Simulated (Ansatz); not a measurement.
# WC: one run, from forces to fields

Aim: for WC, a crystal from a database, its volume scaled a little, find whether it is a metal or has a gap, how the charge is shared and how far the cell is from equilibrium. The atoms and the cell stay fixed.

Program: Ansatz 0.2.0. Level of theory: DFT, r2SCAN, with U_eff = 1.94 eV on W d, no spin polarisation, plane waves, PAW. These are calculated values, not measurements.

## Step 1: Geometry

It takes space group P-6m2 (No. 187, hexagonal). The conventional cell has a = 2.927 Å, b = 2.927 Å, c = 2.859 Å, α = 90.00°, β = 90.00°, γ = 120.00°. Around W (site symmetry -6m2) lie 6 C at 2.21 Å. Around C (site symmetry -6m2) lie 6 W at 2.21 Å.

As a file:

```
CELL_PARAMETERS angstrom
1.46348 2.53482 0.00000
4.39043 -2.53482 0.00000
0.00000 0.00000 2.85856
ATOMIC_POSITIONS crystal
W 0.00000 0.00000 0.00000
W 0.50000 0.50000 0.00000
C 0.00000 0.66667 0.50000
C 0.50000 0.16667 0.50000
```

Its first density is an earlier solution for the same cell, read from a checkpoint.

## Step 2: The run

Input file input.yaml:

```yaml
crystal:
  lattice:
    - [1.46347773, 2.53481576, 0.0]
    - [4.3904332, -2.53481576, 0.0]
    - [0.0, 0.0, 2.85856488]
  atoms:
    - { symbol: W, position: [0.0, 0.0, 0.0] }
    - { symbol: W, position: [0.5, 0.5, 0.0] }
    - { symbol: C, position: [0.0, 0.66667, 0.5] }
    - { symbol: C, position: [0.5, 0.16667, 0.5] }
  symmetry: { tolerance: 0.0003 }
kpoints:
  mp_grid: { grid: [11, 6, 11], shift: [0, 0, 0] }
  band_path:
    path:
      - [0.0, 0.0, 0.0]
      - [0.49999992, -0.50000013, 0.0]
      - [0.33333328, -1.00000025, 0.0]
      - [0.0, 0.0, 0.0]
      - [0.0, 0.0, 0.5]
      - [0.49999992, -0.50000013, 0.5]
      - [0.33333328, -1.00000025, 0.5]
      - [0.0, 0.0, 0.5]
      - [0.49999992, -0.50000013, 0.5]
      - [0.49999992, -0.50000013, 0.0]
      - [0.33333328, -1.00000025, 0.5]
    npoints: 6
magnetization:
  spin_polarized: false
scf:
  occupations: { method: fermi_dirac }
  lower_state_search: "off"
  max_iter: 200
hamiltonian:
  pseudopotentials: { kind: paw }
  xc: r2scan
  hubbard:
    projectors: all-electron-ortho-atomic
    sites: [{ species: W, l: d, u_eff: 1.94 }]
basis:
  ecutwfc: 500
  fft_grid_basis: typed
output:
  forces: true
  stress: true
  eigenvalues: true
  bader: true
  populations: true
  elf: true
  write_potential: true
  volumetric_format: npy
  dos:
    e_range: [-12, 8]
    de: 0.05
    projected: { site_lists: { C: [C], W: [W] } }
checkpoint:
  read: saved_state
```

What does the calculation give? Wanted: largest force; pressure; character; Bader charges.

**Answer**, as computed:

| quantity | value |
| --- | --- |
| largest force | 0.001 eV/Å |
| pressure | -6.9 GPa |
| character | metal |
| density of states, mean within 0.25 eV of the Fermi level | 0.41 per eV per cell |
| Bader charges | W +1.49, C -1.49 e |

In words: Bands cross the Fermi level: a metal; within 0.25 eV of the Fermi level the density of states averages 0.41 per eV per cell, mostly W d (78 %) and C p (18 %). Forces are small, so the positions are close to relaxed. W loses most charge (+1.49 e on average) and C gains most (-1.49 e). At -6.9 GPa the cell is stretched and would shrink, and unequal principal stresses would change its shape.

Keep in mind: a Hubbard term without moments, so a magnetic state may lie lower.
